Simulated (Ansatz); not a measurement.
# GaH3 (SMILES [GaH3]): energies and forces away from the minimum

Aim: displace all atoms at random from the minimum and see how well density functionals give the CCSD(T) energy and forces there.

The runs use Ansatz 0.2.0, Gaussian basis; single points with forces in def2-TZVPP.

Levels: PBE-D4, r2SCAN-D4, PBE0-D4, wB97M-V, Hartree-Fock, MP2, CCSD, CCSD(T). Each coordinate is moved by a Gaussian draw of the width named (0.7 of it for atoms other than hydrogen): 0.09, 0.04 Å.

Correlated methods freeze the cores. Filled d shells of the heavier atoms are correlated.

13 further runs of the same task are left out: 13 set aside as unsound or not needed.

**1. The starting structure**

The minimum, relaxed at PBE0-D4: SMILES `[GaH3]`, 4 atoms, charge 0, spin multiplicity 1.

Atoms are counted from 1 here; the program's logs count them from 0.

Bond lengths: Ga1–H2 1.568 Å, Ga1–H3 1.568 Å, Ga1–H4 1.568 Å. Angles: H2–Ga1–H3 120.0°, H2–Ga1–H4 120.0°, H3–Ga1–H4 120.0°.

As a file:

```mol
GaH3
  3D, bonds by distance, orders not assigned

  4  3  0  0  0  0  0  0  0  0999 V2000
    0.0134   -0.0149   -0.0046 Ga  0  0
    1.2524    0.3438    0.8877 H   0  0
   -0.5521   -1.4778   -0.0097 H   0  0
   -0.6584    1.0887   -0.8937 H   0  0
  1  2  8  0
  1  3  8  0
  1  4  8  0
M  END
```

Energies of the minimum (eV), from earlier single points: PBE-D4 -52417.78625, r2SCAN-D4 -52425.61175, PBE0-D4 -52418.98326, B3LYP-D4 -52427.65048, wB97M-V -52422.78054, CCSD(T) -52388.12291.

**2. Structure 1, width 0.09 Å**

File ccsdt-tzvpp/in.yaml:

```yaml
crystal:
  periodic: [false, false, false]
  atoms:
    - {symbol: Ga, position_ang: [0.050829, -0.023070, -0.012131]}
    - {symbol: H, position_ang: [1.283441, 0.359127, 0.597187]}
    - {symbol: H, position_ang: [-0.570780, -1.476842, -0.019544]}
    - {symbol: H, position_ang: [-0.714318, 1.115957, -1.048302]}
basis:
  gaussian: {orbitals: def2-TZVPP}
correlation: {method: ccsd_t}
output: {forces: true}
```

No record of the launch command was kept for these runs.

Output, cut to the lines that bear on the results:

```text
Functional definition: HF
  name "HF"
  cite "Fock, Z. Phys. 61, 126 (1930) doi:10.1007/BF01340294"
  parent pbe
[...]
542 factors; integrals over basis functions are off by at most 7.5e-4 eV
[...]
mean field -52380.58556464 eV, -1924.9510146644 hartree, gradient 4.2e-6 eV, S^2 0.000000; 0 other end points of the search recorded, 0 dependent functions left out
9 core orbitals not correlated: weight in the atoms' cores, before any rotation towards them, 1.000 or more for the frozen orbitals, at most 0.000 for the correlated occupied ones
reference -52380.58556464 eV, -1924.9510146644 hartree; 8, 8 occupied and 73, 73 virtual orbitals, 542 factors
second order -6.64390581 eV of doubles, -0.00000000 eV of singles
cycle   1  -6.60573104 eV  change    3.8e-2 eV  update   8.1e-2
[...]
cycle  10  -6.99209127 eV  change    4.8e-6 eV  update   4.4e-6
perturbative correction -0.22625433 eV, -0.0083146931 hartree
[...]
Total energy: -52387.80391024 eV, -1925.2162839724 hartree
Atom 0 at     0.050829    -0.023070    -0.012131 Å, force    -2.804331     0.090360    -2.460232 eV/Å
Atom 1 at     1.283441     0.359127     0.597187 Å, force     2.084215     0.619991     1.245176 eV/Å
Atom 2 at    -0.570780    -1.476842    -0.019544 Å, force     0.102639     0.299278     0.169001 eV/Å
Atom 3 at    -0.714318     1.115957    -1.048302 Å, force     0.617477    -1.009629     1.046056 eV/Å
Dipole moment:     0.070855    -0.035586     0.138750 e Å
```

It took 6.5 s on 2 threads, shared host; peak memory 0.33 GiB.

The other levels were run on the same coordinates; their logs were not kept, and their results stand in the tables.

```csv
method,RMS force component (eV/Å),RMS error against CCSD(T) (eV/Å),angle to CCSD(T) forces (°),dipole (D)
PBE-D4,1.355,0.101,4.1,0.73
r2SCAN-D4,1.353,0.029,0.6,0.76
PBE0-D4,1.384,0.040,1.7,0.76
wB97M-V,1.377,0.018,0.8,0.80
CCSD(T),1.379,reference,reference,0.77
```

**3. Structure 2, width 0.04 Å**

File ccsdt-tzvpp/in.yaml:

```yaml
crystal:
  periodic: [false, false, false]
  atoms:
    - {symbol: Ga, position_ang: [0.033521, 0.030043, 0.021087]}
    - {symbol: H, position_ang: [1.271198, 0.338317, 0.892779]}
    - {symbol: H, position_ang: [-0.561525, -1.472929, -0.045822]}
    - {symbol: H, position_ang: [-0.676152, 1.117600, -0.962678]}
basis:
  gaussian: {orbitals: def2-TZVPP}
correlation: {method: ccsd_t}
output: {forces: true}
```

Output, cut to the lines that bear on the results:

```text
[... 4 set-up lines as earlier in the session ...]
[...]
543 factors; integrals over basis functions are off by at most 6.8e-4 eV
[...]
mean field -52380.87730321 eV, -1924.9617358592 hartree, gradient 3.8e-6 eV, S^2 0.000000; 0 other end points of the search recorded, 0 dependent functions left out
9 core orbitals not correlated: weight in the atoms' cores, before any rotation towards them, 1.000 or more for the frozen orbitals, at most 0.000 for the correlated occupied ones
reference -52380.87730321 eV, -1924.9617358592 hartree; 8, 8 occupied and 73, 73 virtual orbitals, 543 factors
second order -6.59984389 eV of doubles, -0.00000000 eV of singles
cycle   1  -6.57288643 eV  change    2.7e-2 eV  update   8.1e-2
[...]
cycle   9  -6.95812443 eV  change   -3.8e-6 eV  update   4.6e-6
perturbative correction -0.22465364 eV, -0.0082558689 hartree
[...]
Total energy: -52388.06008128 eV, -1925.2256980845 hartree
Atom 0 at     0.033521     0.030043     0.021087 Å, force    -0.760619    -0.298195    -0.854206 eV/Å
Atom 1 at     1.271198     0.338317     0.892779 Å, force     0.098276     0.122401     0.131977 eV/Å
Atom 2 at    -0.561525    -1.472929    -0.045822 Å, force     0.250886     0.645280     0.116102 eV/Å
Atom 3 at    -0.676152     1.117600    -0.962678 Å, force     0.411456    -0.469486     0.606127 eV/Å
Dipole moment:     0.029820     0.031777     0.054159 e Å
```

Wall time 7 s (2 threads, shared host); peak memory 0.33 GiB.

```csv
method,RMS force component (eV/Å),RMS error against CCSD(T) (eV/Å),angle to CCSD(T) forces (°),dipole (D)
PBE-D4,0.419,0.106,11.7,0.31
r2SCAN-D4,0.470,0.010,1.2,0.33
PBE0-D4,0.454,0.042,4.7,0.33
wB97M-V,0.482,0.017,1.8,0.34
CCSD(T),0.473,reference,reference,0.33
```

**4. All structures together**

Energy above the minimum (eV):

```csv
structure,width (Å),PBE-D4,r2SCAN-D4,PBE0-D4,wB97M-V,Hartree-Fock,MP2,CCSD,CCSD(T)
1,0.09,0.307,0.314,0.318,0.319,0.341,0.326,0.321,0.319
2,0.04,0.044,0.064,0.055,0.065,0.049,0.078,0.063,0.063
```

What each level costs and misses (shared host):

```csv
method,mean energy error from CCSD(T) (eV),mean time a point
PBE-D4,0.015,0.65 s
r2SCAN-D4,0.003,1 s
PBE0-D4,0.004,0.68 s
wB97M-V,0.001,1.9 s
Hartree-Fock,0.018,part of the CCSD(T) run
MP2,0.011,part of the CCSD(T) run
CCSD,0.001,part of the CCSD(T) run
CCSD(T),0,6.8 s
```

The best functional, wB97M-V, misses by 0.001 eV and takes 1.9 s a point, against 6.8 s for CCSD(T).

**5. What came out**

```
                         quantity                                                                                                      value
energy above the minimum, CCSD(T)                                                                                            0.319, 0.063 eV
                mean energy error  PBE-D4 0.015, r2SCAN-D4 0.003, PBE0-D4 0.004, wB97M-V 0.001, Hartree-Fock 0.018, MP2 0.011, CCSD 0.001 eV
             mean RMS force error                                           PBE-D4 0.103, r2SCAN-D4 0.020, PBE0-D4 0.041, wB97M-V 0.018 eV/Å
            largest T1 diagnostic                                                                                                      0.013
```

In energy CCSD is nearest to CCSD(T) and Hartree-Fock farthest. For forces wB97M-V is best, off by 2 % of the typical force, and PBE-D4 worst (11 %); with few structures and a triple-zeta reference, gaps of a few points rank nothing.
